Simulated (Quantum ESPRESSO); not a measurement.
# NAlO2H4 in Quantum ESPRESSO: real-space fields with PBE

Aim: the real-space fields of NAlO2H4 with PBE.

All numbers are computed with Quantum ESPRESSO 7.5; they aren't measurements. Logs are shortened: lines on timing, memory, paths and dates and some standing lists are left out, and cuts for length are marked.

## 1. The molecule as given

The cell holds a molecule in a box, 8 atoms: a = 13.000 Å, b = 14.000 Å, c = 11.000 Å, α = 90.00°, β = 90.00°, γ = 90.00°.

## 2. Real-space fields, PBE

Input file pw.in:

```
&CONTROL
  calculation = 'scf'
  prefix = 'pwscf'
  outdir = './tmp'
  pseudo_dir = './pseudo'
  tprnfor = .true.
  disk_io = 'low'
/
&SYSTEM
  ibrav = 0
  celldm(1) = 8
  nat = 8
  ntyp = 4
  ecutwfc = 84
  nbnd = 19
  occupations = 'smearing'
  smearing = 'fd'
  degauss = 0.00367493
/
&ELECTRONS
  conv_thr = 1.6d-09
  electron_maxstep = 120
  mixing_beta = 0.5
/
ATOMIC_SPECIES
N     14.0070 N.upf
Al    26.9815 Al.upf
O     15.9990 O.upf
H      1.0080 H.upf
CELL_PARAMETERS alat
  3.0708049525169   0.0000000000000   0.0000000000000
  0.0000000000000   3.3070207180951   0.0000000000000
  0.0000000000000   0.0000000000000   2.5983734213604
ATOMIC_POSITIONS crystal
N      0.4309538500    0.6087000000    0.5295909100
Al     0.4675153800    0.4883285700    0.5137545500
O      0.5865538500    0.4532000000    0.4696000000
O      0.3781307700    0.4039142900    0.5446090900
H      0.4760461500    0.6657785700    0.5143181800
H      0.3602461500    0.6294928600    0.5558363600
H      0.6417538500    0.4955071400    0.4503454500
H      0.3925384600    0.3372214300    0.5379727300
K_POINTS gamma
```

Input file pp_density.in:

```
&INPUTPP
  prefix = 'pwscf'
  outdir = './tmp'
  filplot = 'density.dat'
  plot_num = 0
/
&PLOT
  nfile = 1
  filepp(1) = 'density.dat'
  iflag = 3
  output_format = 6
  fileout = 'density.cube'
/
```

Input file pp_potential.in:

```
&INPUTPP
  prefix = 'pwscf'
  outdir = './tmp'
  filplot = 'potential.dat'
  plot_num = 11
/
&PLOT
  nfile = 1
  filepp(1) = 'potential.dat'
  iflag = 3
  output_format = 6
  fileout = 'potential.cube'
/
```

Input file pp_elf.in:

```
&INPUTPP
  prefix = 'pwscf'
  outdir = './tmp'
  filplot = 'elf.dat'
  plot_num = 8
/
&PLOT
  nfile = 1
  filepp(1) = 'elf.dat'
  iflag = 3
  output_format = 6
  fileout = 'elf.cube'
/
```

Input file pp_potential_ks.in:

```
&INPUTPP
  prefix = 'pwscf'
  outdir = './tmp'
  filplot = 'potential_ks.dat'
  plot_num = 1
/
&PLOT
  nfile = 1
  filepp(1) = 'potential_ks.dat'
  iflag = 3
  output_format = 6
  fileout = 'potential_ks.cube'
/
```

Potentials or basis: PseudoDojo 0.4.1 SR PBE standard.

On the command line:

```sh
OMP_NUM_THREADS=1 pw.x -in pw.in > pw.out
OMP_NUM_THREADS=1 pp.x -in pp_density.in > pp_density.out
OMP_NUM_THREADS=1 pp.x -in pp_potential.in > pp_potential.out
OMP_NUM_THREADS=1 pp.x -in pp_elf.in > pp_elf.out
OMP_NUM_THREADS=1 pp.x -in pp_potential_ks.in > pp_potential_ks.out
```

pw.out:

```text
This program is part of the open-source Quantum ESPRESSO suite
     for quantum simulation of materials; please cite
         "P. Giannozzi et al., J. Phys.:Condens. Matter 21 395502 (2009);
         "P. Giannozzi et al., J. Phys.:Condens. Matter 29 465901 (2017);
         "P. Giannozzi et al., J. Chem. Phys. 152 154105 (2020);
     in publications or presentations arising from this work. More details at

     gamma-point specific algorithms are used

     G-vector sticks info
     --------------------
     sticks:   dense  smooth     PW     G-vecs:    dense   smooth      PW
     Sum       17385   17385   4351              1405273  1405273  175651

     Using Slab Decomposition

     bravais-lattice index     =            0
     lattice parameter (alat)  =       8.0000  a.u.
     unit-cell volume          =   13510.1657 (a.u.)^3
     number of atoms/cell      =            8
     number of atomic types    =            4
     number of electrons       =        24.00
     number of Kohn-Sham states=           19
     kinetic-energy cutoff     =      84.0000  Ry
     charge density cutoff     =     336.0000  Ry
     scf convergence threshold =      1.6E-09
     mixing beta               =       0.5000
     number of iterations used =            8  plain     mixing
     Exchange-correlation= PBE
                           (   1   4   3   4   0   0   0)

     celldm(1)=   8.000000  celldm(2)=   0.000000  celldm(3)=   0.000000
     celldm(4)=   0.000000  celldm(5)=   0.000000  celldm(6)=   0.000000

     crystal axes: (cart. coord. in units of alat)
               a(1) = (   3.070805   0.000000   0.000000 )
               a(2) = (   0.000000   3.307021   0.000000 )
               a(3) = (   0.000000   0.000000   2.598373 )

     reciprocal axes: (cart. coord. in units 2 pi/alat)
               b(1) = (  0.325648  0.000000  0.000000 )
               b(2) = (  0.000000  0.302387  0.000000 )
               b(3) = (  0.000000  0.000000  0.384856 )

     PseudoPot. # 1 for N  read from file:
     N.upf
     Pseudo is Norm-conserving + core correction, Zval =  5.0
     Generated using ONCVPSP code by D. R. Hamann
     Using radial grid of 1058 points,  4 beta functions with:
                l(1) =   0
                l(2) =   0
                l(3) =   1
                l(4) =   1

     PseudoPot. # 2 for Al read from file:
     Al.upf
     Pseudo is Norm-conserving + core correction, Zval =  3.0
     Generated using ONCVPSP code by D. R. Hamann
     Using radial grid of 1876 points,  6 beta functions with:
                l(1) =   0
                l(2) =   0
                l(3) =   1
                l(4) =   1
                l(5) =   2
                l(6) =   2

     PseudoPot. # 3 for O  read from file:
     O.upf
     Pseudo is Norm-conserving + core correction, Zval =  6.0
     Generated using ONCVPSP code by D. R. Hamann
     Using radial grid of  936 points,  5 beta functions with:
                l(1) =   0
                l(2) =   0
                l(3) =   1
                l(4) =   1
                l(5) =   2

     PseudoPot. # 4 for H  read from file:
     H.upf
     Pseudo is Norm-conserving, Zval =  1.0
     Generated using ONCVPSP code by D. R. Hamann
     Using radial grid of 1166 points,  3 beta functions with:
                l(1) =   0
                l(2) =   0
                l(3) =   1

     atomic species   valence    mass     pseudopotential
     N                 5.00    14.00700     N ( 1.00)
     Al                3.00    26.98150     Al( 1.00)
     O                 6.00    15.99900     O ( 1.00)
     H                 1.00     1.00800     H ( 1.00)

     No symmetry found

   Cartesian axes

     site n.     atom                  positions (alat units)
         1        N      tau(   1) = (   1.3233752   2.0129835   1.3760749  )
         2        Al     tau(   2) = (   1.4356485   1.6149127   1.3349262  )
         3        O      tau(   3) = (   1.8011925   1.4987418   1.2201962  )
         4        O      tau(   4) = (   1.1611658   1.3357529   1.4150978  )
         5        H      tau(   5) = (   1.4618449   2.2017435   1.3363907  )
         6        H      tau(   6) = (   1.1062457   2.0817459   1.4442704  )
         7        H      tau(   7) = (   1.9707009   1.6386524   1.1701656  )
         8        H      tau(   8) = (   1.2054090   1.1151983   1.3978540  )

     number of k points=     1  Fermi-Dirac smearing, width (Ry)=  0.0037
                       cart. coord. in units 2pi/alat
        k(    1) = (   0.0000000   0.0000000   0.0000000), wk =   2.0000000

     Dense  grid:   702637 G-vectors     FFT dimensions: ( 144, 160, 125)

     Initial potential from superposition of free atoms

     starting charge      23.9975, renormalised to      24.0000

     negative rho (up, down):  7.253E-05 0.000E+00
     Starting wfcs are   20 randomized atomic wfcs

     Self-consistent Calculation

     iteration #  1     ecut=    84.00 Ry     beta= 0.50
     Davidson diagonalization with overlap
     ethr =  1.00E-02,  avg # of iterations =  5.0

     negative rho (up, down):  2.420E-05 0.000E+00

     total energy              =     -95.86830987 Ry
     estimated scf accuracy    <       1.96838037 Ry

     iteration #  2     ecut=    84.00 Ry     beta= 0.50
     Davidson diagonalization with overlap
     ethr =  8.20E-03,  avg # of iterations =  2.0

     negative rho (up, down):  1.126E-05 0.000E+00

     total energy              =     -96.39221165 Ry
     estimated scf accuracy    <       0.33000028 Ry

     iteration #  3     ecut=    84.00 Ry     beta= 0.50
     Davidson diagonalization with overlap
     ethr =  1.38E-03,  avg # of iterations =  6.0

     negative rho (up, down):  1.284E-07 0.000E+00

     total energy              =     -96.43467076 Ry
     estimated scf accuracy    <       0.02609102 Ry

     iteration #  4     ecut=    84.00 Ry     beta= 0.50
     Davidson diagonalization with overlap
     c_bands:  1 eigenvalues not converged
     ethr =  1.09E-04,  avg # of iterations = 20.0

     total energy              =     -96.43886893 Ry
     estimated scf accuracy    <       0.00488154 Ry

     iteration #  5     ecut=    84.00 Ry     beta= 0.50
     Davidson diagonalization with overlap
     ethr =  2.03E-05,  avg # of iterations =  4.0

     total energy              =     -96.43894625 Ry
     estimated scf accuracy    <       0.00087566 Ry

     iteration #  6     ecut=    84.00 Ry     beta= 0.50
     Davidson diagonalization with overlap
     ethr =  3.65E-06,  avg # of iterations =  5.0

     total energy              =     -96.43899992 Ry
     estimated scf accuracy    <       0.00009946 Ry

     iteration #  7     ecut=    84.00 Ry     beta= 0.50
     Davidson diagonalization with overlap
     ethr =  4.14E-07,  avg # of iterations =  2.0

     total energy              =     -96.43903155 Ry
     estimated scf accuracy    <       0.00002017 Ry

     iteration #  8     ecut=    84.00 Ry     beta= 0.50
     Davidson diagonalization with overlap
     ethr =  8.41E-08,  avg # of iterations =  2.0

     total energy              =     -96.43903042 Ry
     estimated scf accuracy    <       0.00000815 Ry

     iteration #  9     ecut=    84.00 Ry     beta= 0.50
     Davidson diagonalization with overlap
     ethr =  3.40E-08,  avg # of iterations =  2.0

     total energy              =     -96.43903177 Ry
     estimated scf accuracy    <       0.00000057 Ry

     iteration # 10     ecut=    84.00 Ry     beta= 0.50
     Davidson diagonalization with overlap
     ethr =  2.39E-09,  avg # of iterations =  2.0

     total energy              =     -96.43903187 Ry
     estimated scf accuracy    <       0.00000012 Ry

     iteration # 11     ecut=    84.00 Ry     beta= 0.50
     Davidson diagonalization with overlap
     ethr =  5.18E-10,  avg # of iterations =  2.0

     total energy              =     -96.43903190 Ry
     estimated scf accuracy    <       0.00000001 Ry

     iteration # 12     ecut=    84.00 Ry     beta= 0.50
     Davidson diagonalization with overlap
     ethr =  5.25E-11,  avg # of iterations =  2.0

     End of self-consistent calculation

          k = 0.0000 0.0000 0.0000 ( 87826 PWs)   bands (ev):

   -23.9241 -23.6905 -20.1870 -12.2399 -11.7075 -11.3328  -9.6340  -7.5868
    -7.5461  -7.5092  -6.9545  -5.7657  -1.2257   0.0091   0.1405   0.3059
     0.4986   0.6656   0.9026

     the Fermi energy is    -3.4399 ev

!    total energy              =     -96.43903191 Ry
     estimated scf accuracy    <          2.5E-10 Ry
     smearing contrib. (-TS)   =       0.00000000 Ry
     internal energy E=F+TS    =     -96.43903191 Ry

     The total energy is F=E-TS. E is the sum of the following terms:
     one-electron contribution =    -235.64151541 Ry
     hartree contribution      =     122.66594524 Ry
     xc contribution           =     -27.98460897 Ry
     ewald contribution        =      44.52114723 Ry

     convergence has been achieved in  12 iterations

     Forces acting on atoms (cartesian axes, Ry/au):

     atom    1 type  1   force =    -0.00126631   -0.00061926    0.00039641
     atom    2 type  2   force =     0.00124687    0.00268574   -0.00037849
     atom    3 type  3   force =     0.00437943   -0.00961404   -0.00146704
     atom    4 type  3   force =    -0.01060344    0.00000905    0.00325069
     atom    5 type  4   force =     0.00565655    0.00802090   -0.00162847
     atom    6 type  4   force =    -0.00884639    0.00369677    0.00280259
     atom    7 type  4   force =     0.00849679    0.00562222   -0.00251822
     atom    8 type  4   force =     0.00093650   -0.00980137   -0.00045747

     Total force =     0.025571     Total SCF correction =     0.000012

=------------------------------------------------------------------------------=
   JOB DONE.
=------------------------------------------------------------------------------=
```

It took 2.1 min on 1 thread of Intel Xeon Platinum 8259CL at 2.50GHz (Skylake/Cascade Lake), shared host; peak memory 1 GiB.

Results:

* Free energy: -1312.1199 eV
* Largest force: 0.285 eV/Å
* Gap between the frontier levels: 4.54 eV
* Dipole moment: 1.59 D

Forces in eV/Å, atoms in the order of the input:
```
N   -0.033 -0.016  0.010
Al   0.032  0.069 -0.010
O    0.113 -0.247 -0.038
O   -0.273  0.000  0.084
H    0.145  0.206 -0.042
H   -0.227  0.095  0.072
H    0.218  0.145 -0.065
H    0.024 -0.252 -0.012
```

Levels at points of the mesh, in eV from the valence-band top:
| k point | band 10 | band 11 | band 12 | band 13 | band 14 | band 15 |
| --- | --- | --- | --- | --- | --- | --- |
| (0.00, 0.00, 0.00) | -1.74 | -1.19 | 0.00 | 4.54 | 5.77 | 5.91 |

Caveat: this is a molecule in a periodic box, so the gap is that between its Kohn-Sham HOMO and LUMO and the box isn't a crystal.
